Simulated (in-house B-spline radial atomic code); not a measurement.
# Ta³⁹⁺: excited configurations

How much energy does it take to promote electrons of Ta³⁹⁺ to other shells? Each configuration is solved by itself and compared with the reference.

The numbers are computed with in-house B-spline radial atomic code version 1 (non-relativistic Hartree-Fock, average of configuration, point nucleus, basis-set limit), except any that are marked as measured or tabulated.

## 1. The atom as given

```
element       : tantalum (Z = 73)
charge        : +39
electrons     : 34
configuration : [Ar] 3d10 4s2 4p4
Hamiltonian   : non-relativistic
nucleus       : point
```

Outer shells as boxes (Hund's rule):

[Ar] 3d10 4s2 4p4
```
[Ar] core
3d [↑↓][↑↓][↑↓][↑↓][↑↓]
4s [↑↓]
4p [↑↓][↑ ][↑ ]
```

The boxes draw the filling by Hund's rule, which heavy ions in jj coupling don't follow; these runs average over all states of the configuration.

Input settings:

```ini
Z = 73
electrons = 34.0
configuration = [Ar] 3d10 4s2 4p4
hamiltonian = nr
method = hf
spin_polarised = False
```

The reference is known from an earlier run: -13863.029633 hartree in all. Up to eight levels, counted from the top:

```csv
orbital,occupation,energy (eV),<r> (bohr)
1s,2,-64260.8,0.02075
2s,2,-12123.0,0.08756
2p,6,-11673.9,0.07418
3s,2,-4083.09,0.2186
3p,6,-3877.79,0.2089
3d,10,-3505.94,0.1832
4s,2,-1926.92,0.4356
4p,4,-1836.99,0.4327
```

## 2. [Ne] 3s2 3p4 3d10 4s2 4p4 5s1 6g1

Input settings:

```ini
Z = 73
electrons = 34.0
configuration = [Ne] 3s2 3p4 3d10 4s2 4p4 5s1 6g1
hamiltonian = nr
method = hf
spin_polarised = False
```

Before running: How far above the reference does each configuration lie (order and size, in eV)?

As calculated:

| net move | configuration | energy above the reference (eV) | largest <r> (bohr) |
| --- | --- | --- | --- |
| 2×3p → 5s, 6g | [Ne] 3s2 3p4 3d10 4s2 4p4 5s1 6g1 | 6045.99 | 1.06 |

What this shows: The promotion costs 6045.99 eV. 1 of them lies more than 2 % above the ionisation threshold that Koopmans' theorem gives (1836.99 eV), where such states can decay by emitting an electron. Two partly filled shells share a symmetry and can mix in the average, which may lower the energy, for: 2×3p → 5s, 6g. These are averages over configurations, without correlation, not spectroscopic levels.
